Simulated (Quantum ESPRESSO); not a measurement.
# Y3N (Fm-3m) in Quantum ESPRESSO: a series of runs, part 2 of 3

Quantum ESPRESSO 7.5. The steps go on from the part before.

## Step 3: Phonons, rPW86PBE+rVV10

The input, pw.in:

```
&CONTROL
  calculation = 'scf'
  prefix = 'pwscf'
  outdir = './tmp'
  pseudo_dir = './pseudo'
  tprnfor = .true.
  tstress = .true.
  disk_io = 'low'
/
&SYSTEM
  ibrav = 0
  A = 5.1006582
  nat = 4
  ntyp = 2
  ecutwfc = 45
  ecutrho = 360
  nbnd = 27
  input_dft = 'rvv10'
  occupations = 'smearing'
  smearing = 'fd'
  degauss = 0.00367493
/
&ELECTRONS
  conv_thr = 8d-10
  electron_maxstep = 120
  mixing_beta = 0.5
/
ATOMIC_SPECIES
Y     88.9058 y_pbe_v1.4.uspp.F.UPF
N     14.0070 n_pbe_v1.2.uspp.F.UPF
CELL_PARAMETERS alat
   0.0000000000    0.7071067808    0.7071067808
   0.7071067808    0.0000000000    0.7071067808
   0.7071067808    0.7071067808    0.0000000000
ATOMIC_POSITIONS alat
Y      0.3535533904    0.3535533904    0.3535533904
Y      1.0606601713    1.0606601713    1.0606601713
Y      0.7071067808    0.7071067808    0.7071067808
N      0.0000000000    0.0000000000    0.0000000000
K_POINTS automatic
2 2 2 1 1 1
```

The input, relax.in:

```
&CONTROL
  calculation = 'vc-relax'
  prefix = 'pwscf'
  outdir = './tmp'
  pseudo_dir = './pseudo'
  tprnfor = .true.
  tstress = .true.
  disk_io = 'low'
  nstep = 40
  forc_conv_thr = 0.0001
  etot_conv_thr = 1d-06
/
&SYSTEM
  ibrav = 0
  A = 5.1006582
  nat = 4
  ntyp = 2
  ecutwfc = 45
  ecutrho = 360
  nbnd = 27
  input_dft = 'rvv10'
  occupations = 'smearing'
  smearing = 'fd'
  degauss = 0.00367493
/
&ELECTRONS
  conv_thr = 8d-10
  electron_maxstep = 120
  mixing_beta = 0.5
/
&IONS
  ion_dynamics = 'bfgs'
/
&CELL
  cell_dynamics = 'bfgs'
  press = 0
  press_conv_thr = 0.2
/
ATOMIC_SPECIES
Y     88.9058 y_pbe_v1.4.uspp.F.UPF
N     14.0070 n_pbe_v1.2.uspp.F.UPF
CELL_PARAMETERS alat
   0.0000000000    0.7071067808    0.7071067808
   0.7071067808    0.0000000000    0.7071067808
   0.7071067808    0.7071067808    0.0000000000
ATOMIC_POSITIONS alat
Y      0.3535533904    0.3535533904    0.3535533904
Y      1.0606601713    1.0606601713    1.0606601713
Y      0.7071067808    0.7071067808    0.7071067808
N      0.0000000000    0.0000000000    0.0000000000
K_POINTS automatic
2 2 2 1 1 1
```

The input, gamma.in:

```
&CONTROL
  calculation = 'bands'
  prefix = 'pwscf'
  outdir = './tmp'
  pseudo_dir = './pseudo'
  disk_io = 'low'
  verbosity = 'high'
/
&SYSTEM
  ibrav = 0
  A = 5.0592273
  nat = 4
  ntyp = 2
  ecutwfc = 45
  ecutrho = 360
  nbnd = 27
  input_dft = 'rvv10'
  occupations = 'smearing'
  smearing = 'fd'
  degauss = 0.00367493
/
&ELECTRONS
  conv_thr = 1d-08
  electron_maxstep = 120
  mixing_beta = 0.5
  diago_full_acc = .true.
  startingwfc = 'random'
/
ATOMIC_SPECIES
Y     88.9058 y_pbe_v1.4.uspp.F.UPF
N     14.0070 n_pbe_v1.2.uspp.F.UPF
CELL_PARAMETERS alat
   0.0000000000    0.7071067816    0.7071067816
   0.7071067816    0.0000000000    0.7071067816
   0.7071067816    0.7071067816    0.0000000000
ATOMIC_POSITIONS alat
Y      0.3535533908    0.3535533908    0.3535533908
Y      1.0606601724    1.0606601724    1.0606601724
Y      0.7071067816    0.7071067816    0.7071067816
N      0.0000000000    0.0000000000    0.0000000000
K_POINTS crystal
1
0.0 0.0 0.0 1
```

The input, scf2.in:

```
&CONTROL
  calculation = 'scf'
  prefix = 'pwscf'
  outdir = './tmp'
  pseudo_dir = './pseudo'
  tprnfor = .true.
  tstress = .true.
  disk_io = 'low'
/
&SYSTEM
  ibrav = 0
  A = 5.0592273
  nat = 4
  ntyp = 2
  ecutwfc = 45
  ecutrho = 360
  nbnd = 27
  input_dft = 'rvv10'
  occupations = 'fixed'
/
&ELECTRONS
  conv_thr = 1d-13
  electron_maxstep = 120
  mixing_beta = 0.5
  startingpot = 'file'
/
ATOMIC_SPECIES
Y     88.9058 y_pbe_v1.4.uspp.F.UPF
N     14.0070 n_pbe_v1.2.uspp.F.UPF
CELL_PARAMETERS alat
   0.0000000000    0.7071067816    0.7071067816
   0.7071067816    0.0000000000    0.7071067816
   0.7071067816    0.7071067816    0.0000000000
ATOMIC_POSITIONS alat
Y      0.3535533908    0.3535533908    0.3535533908
Y      1.0606601724    1.0606601724    1.0606601724
Y      0.7071067816    0.7071067816    0.7071067816
N      0.0000000000    0.0000000000    0.0000000000
K_POINTS automatic
2 2 2 1 1 1
```

The input, ph.in:

```
phonons of Y3N
&INPUTPH
  prefix = 'pwscf'
  outdir = './tmp'
  tr2_ph = 1d-18
  fildyn = 'dyn'
  niter_ph = 90
  alpha_mix(1) = 0.7
  epsil = .true.
/
0.0000000000 0.0000000000 0.0000000000
```

The input, dynmat.in:

```
&INPUT
  fildyn = 'dyn'
  asr = 'crystal'
  lperm = .true.
  filout = 'dynmat.disp'
  fileig = 'dynmat.eig'
/
```

The input, dynmat_lo.in:

```
&INPUT
  fildyn = 'dyn'
  asr = 'crystal'
  filout = 'dynmat_lo.disp'
  fileig = 'dynmat_lo.eig'
  q(1) = 0
  q(2) = 0
  q(3) = 1
/
```

Potentials or basis: GBRV 1.5 PBE.

Command:

```console
$ OMP_NUM_THREADS=1 pw.x -in pw.in > pw.out
$ OMP_NUM_THREADS=1 pw.x -in relax.in > relax.out
$ OMP_NUM_THREADS=1 pw.x -in gamma.in > gamma.out
$ OMP_NUM_THREADS=1 pw.x -in scf2.in > scf2.out
$ OMP_NUM_THREADS=1 ph.x -in ph.in > ph.out
$ OMP_NUM_THREADS=1 dynmat.x -in dynmat.in > dynmat.out
$ OMP_NUM_THREADS=1 dynmat.x -in dynmat_lo.in > dynmat_lo.out
```

pw.out:

```text
This program is part of the open-source Quantum ESPRESSO suite
     for quantum simulation of materials; please cite
         "P. Giannozzi et al., J. Phys.:Condens. Matter 21 395502 (2009);
         "P. Giannozzi et al., J. Phys.:Condens. Matter 29 465901 (2017);
         "P. Giannozzi et al., J. Chem. Phys. 152 154105 (2020);
     in publications or presentations arising from this work. More details at

     IMPORTANT: XC functional enforced from input :
     Exchange-correlation= RVV10
                           (   1   4  13   4  26   0   0)
     Any further DFT definition will be discarded
     Please, verify this is what you really want

     Message from routine setup:
     using ibrav=0 with symmetry is DISCOURAGED, use correct ibrav instead

     G-vector sticks info
     --------------------
     sticks:   dense  smooth     PW     G-vecs:    dense   smooth      PW
     Sum        2299    1159    313                72929    25821    3839

     Using Slab Decomposition

     bravais-lattice index     =            0
     lattice parameter (alat)  =       9.6388  a.u.
     unit-cell volume          =     633.2282 (a.u.)^3
     number of atoms/cell      =            4
     number of atomic types    =            2
     number of electrons       =        38.00
     number of Kohn-Sham states=           27
     kinetic-energy cutoff     =      45.0000  Ry
     charge density cutoff     =     360.0000  Ry
     scf convergence threshold =      8.0E-10
     mixing beta               =       0.5000
     number of iterations used =            8  plain     mixing
     Exchange-correlation= RVV10
                           (   1   4  13   4  26   0   0)

     celldm(1)=   9.638847  celldm(2)=   0.000000  celldm(3)=   0.000000
     celldm(4)=   0.000000  celldm(5)=   0.000000  celldm(6)=   0.000000

[... 8 lines left out ...]
               b(3) = (  0.707107  0.707107 -0.707107 )

     PseudoPot. # 1 for Y  read from file:
     y_pbe_v1.4.uspp.F.UPF
     Pseudo is Ultrasoft + core correction, Zval = 11.0
     Generated by new atomic code, or converted to UPF format
     Using radial grid of  885 points,  6 beta functions with:
                l(1) =   0
                l(2) =   0
                l(3) =   1
                l(4) =   1
                l(5) =   2
                l(6) =   2
     Q(r) pseudized with  8 coefficients,  rinner =    1.200   1.200   1.200
                                                       1.200   1.200

     PseudoPot. # 2 for N  read from file:
     n_pbe_v1.2.uspp.F.UPF
     Pseudo is Ultrasoft + core correction, Zval =  5.0
     Generated by new atomic code, or converted to UPF format
     Using radial grid of  729 points,  4 beta functions with:
                l(1) =   0
                l(2) =   0
                l(3) =   1
                l(4) =   1
     Q(r) pseudized with  8 coefficients,  rinner =    0.900   0.900   0.900

     atomic species   valence    mass     pseudopotential
     Y                11.00    88.90580     Y ( 1.00)
     N                 5.00    14.00700     N ( 1.00)

     48 Sym. Ops., with inversion, found

   Cartesian axes

     site n.     atom                  positions (alat units)
         1        Y      tau(   1) = (   0.3535534   0.3535534   0.3535534  )
         2        Y      tau(   2) = (   1.0606602   1.0606602   1.0606602  )
         3        Y      tau(   3) = (   0.7071068   0.7071068   0.7071068  )
         4        N      tau(   4) = (   0.0000000   0.0000000   0.0000000  )

     number of k points=     2  Fermi-Dirac smearing, width (Ry)=  0.0037
                       cart. coord. in units 2pi/alat
        k(    1) = (   0.1767767   0.1767767   0.1767767), wk =   0.5000000
        k(    2) = (  -0.1767767  -0.1767767   0.5303301), wk =   1.5000000

     Dense  grid:    72929 G-vectors     FFT dimensions: (  60,  60,  60)

     Smooth grid:    25821 G-vectors     FFT dimensions: (  45,  45,  45)

     Check: negative core charge=   -0.000001

     Initial potential from superposition of free atoms

     starting charge      37.9866, renormalised to      38.0000

Carrying out rVV10 run using the following parameters:
Nqs =      20    Nr_points =    1024   r_max =   100.000
b_value =  6.30000    beta =  0.00901
     q_mesh =  0.00010000  0.00030000  0.00058939  0.00100810
               0.00161396  0.00249058  0.00375900  0.00559430
               0.00824984  0.01209221  0.01765183  0.02569619
               0.03733578  0.05417739  0.07854596  0.11380545
               0.16482331  0.23864234  0.34545298  0.50000000

Gradients computed in Reciprocal space

     Starting wfcs are   43 randomized atomic wfcs

     Self-consistent Calculation

     iteration #  1     ecut=    45.00 Ry     beta= 0.50
     Davidson diagonalization with overlap
     ethr =  1.00E-02,  avg # of iterations =  2.0

     total energy              =    -298.42472939 Ry
     estimated scf accuracy    <       0.60685529 Ry
[... 78 lines left out ...]
     iteration # 13     ecut=    45.00 Ry     beta= 0.50
     Davidson diagonalization with overlap
     ethr =  2.92E-11,  avg # of iterations =  4.0

     End of self-consistent calculation

          k = 0.1768 0.1768 0.1768 (  3233 PWs)   bands (ev):

   -31.6689 -31.3987 -31.3733 -12.0589 -12.0589 -12.0507 -11.5856 -11.5856
   -11.4891 -11.2973 -11.1807 -11.1807  -1.6870   7.3996   8.3098   8.3098
     9.8268  10.3199  10.3199  10.9184  11.3481  11.3481  12.5405  12.9787
    12.9787  14.2914  14.2914

          k =-0.1768-0.1768 0.5303 (  3230 PWs)   bands (ev):

   -31.6171 -31.4189 -31.4067 -12.1858 -12.1704 -11.9671 -11.6156 -11.4546
   -11.4209 -11.3021 -11.1921 -11.1770  -1.6357   7.5908   8.3078   8.5775
    10.0748  10.2961  10.7413  11.0324  11.5501  11.6867  12.1662  12.8197
    12.9010  13.3589  14.0412

     the Fermi energy is    10.8527 ev

!    total energy              =    -298.78604619 Ry
     estimated scf accuracy    <          2.7E-10 Ry
     smearing contrib. (-TS)   =      -0.00339022 Ry
     internal energy E=F+TS    =    -298.78265597 Ry

     The total energy is F=E-TS. E is the sum of the following terms:
     one-electron contribution =     -49.33974431 Ry
     hartree contribution      =      38.43516767 Ry
     xc contribution           =     -87.81955712 Ry
     ewald contribution        =    -200.05852221 Ry

     convergence has been achieved in  13 iterations

     Forces acting on atoms (cartesian axes, Ry/au):

     atom    1 type  1   force =     0.00000000    0.00000000   -0.00000000
     atom    2 type  1   force =     0.00000000   -0.00000000   -0.00000000
     atom    3 type  1   force =     0.00000000    0.00000000   -0.00000000
     atom    4 type  2   force =     0.00000000    0.00000000    0.00000000

     Total force =     0.000000     Total SCF correction =     0.000000

     Computing stress (Cartesian axis) and pressure

          total   stress  (Ry/bohr**3)                   (kbar)     P=      -10.55
  -0.00007174   0.00000000   0.00000000          -10.55        0.00        0.00
   0.00000000  -0.00007174   0.00000000            0.00      -10.55        0.00
   0.00000000   0.00000000  -0.00007174            0.00        0.00      -10.55

=------------------------------------------------------------------------------=
   JOB DONE.
=------------------------------------------------------------------------------=
```

relax.out:

```text
This program is part of the open-source Quantum ESPRESSO suite
     for quantum simulation of materials; please cite
         "P. Giannozzi et al., J. Phys.:Condens. Matter 21 395502 (2009);
         "P. Giannozzi et al., J. Phys.:Condens. Matter 29 465901 (2017);
         "P. Giannozzi et al., J. Chem. Phys. 152 154105 (2020);
[... 301 lines left out ...]
  -0.00000000  -0.00000074  -0.00000000           -0.00       -0.11       -0.00
   0.00000000  -0.00000000  -0.00000074            0.00       -0.00       -0.11

=------------------------------------------------------------------------------=
   JOB DONE.
=------------------------------------------------------------------------------=
```

gamma.out:

```text
This program is part of the open-source Quantum ESPRESSO suite
     for quantum simulation of materials; please cite
         "P. Giannozzi et al., J. Phys.:Condens. Matter 21 395502 (2009);
         "P. Giannozzi et al., J. Phys.:Condens. Matter 29 465901 (2017);
         "P. Giannozzi et al., J. Chem. Phys. 152 154105 (2020);
[... 621 lines left out ...]
   -11.2887 -10.7878 -10.7878 -10.7878  -1.4797   8.2012   8.6819   8.6819
     8.6819   9.7785   9.7785  11.9157  11.9157  11.9157  13.4876  13.4876
    13.4876  15.7543  15.7543

=------------------------------------------------------------------------------=
   JOB DONE.
=------------------------------------------------------------------------------=
```

Wall time 16 min (1 thread of Arm Neoverse V1, shared host); peak memory 0.52 GiB.

What came out:

| Property | Result |
| --- | --- |
| Free energy | -4065.1856 eV |
| Relaxed volume | 22.89 Å³/atom |
| Relaxed cell | a = 5.059 Å, b = 5.059 Å, c = 5.059 Å, α = 60.00°, β = 60.00°, γ = 60.00° |
| Space group after relaxing (to 0.05 Å) | Fm-3m (No. 225) |
| Pressure after relaxing | -0.3 GPa |
| Highest phonon frequency at Γ, LO-TO splitting left out | 132 cm⁻¹ |
| Most unstable mode | 234i cm⁻¹ |

Final structure:
```cif
data_structure
_symmetry_space_group_name_H-M 'P 1'
_symmetry_Int_Tables_number 1
_cell_length_a 5.0592
_cell_length_b 5.0592
_cell_length_c 5.0592
_cell_angle_alpha 60.000
_cell_angle_beta 60.000
_cell_angle_gamma 60.000
_cell_volume 91.57
loop_
_atom_site_label
_atom_site_type_symbol
_atom_site_fract_x
_atom_site_fract_y
_atom_site_fract_z
_atom_site_occupancy
Y1 Y 0.25000 0.25000 0.25000 1
Y2 Y 0.75000 0.75000 0.75000 1
Y3 Y 0.50000 0.50000 0.50000 1
N1 N 0.00000 0.00000 0.00000 1
```

Levels at points of the mesh, in eV from the valence-band top:
```csv
k point,band 17,band 18,band 19,band 20,band 21,band 22
"(0.25, 0.25, 0.25)",-0.86,-0.44,-0.44,0.20,0.64,0.64
```

Phonon frequencies in cm⁻¹ (negative: imaginary):
| q point | frequencies |
| --- | --- |
| (0.000, 0.000, 0.000) | -234 -234 -234 -47 -47 -47 -28 -28 -28 132 132 132 |

Optical modes at Γ, degenerate ones joined, polar ones without the macroscopic field:
```csv
cm⁻¹,components,symmetry,active in
236i,3,T1u,IR
47i,3,T1u,IR
132,3,T2g,Raman
```

Caveat: the k mesh is coarse (spacing up to 0.75 Å⁻¹), so the values aren't converged; the potentials were made for another functional, which shifts forces and pressure; some modes are imaginary; before the sum rule the acoustic modes lie tens of cm⁻¹ from zero, a sign that the density grid also shifts the optical modes; the gap on the mesh is small and may close between mesh points, in which case fixed occupations spoil the response.

[end of part 2 of 3]
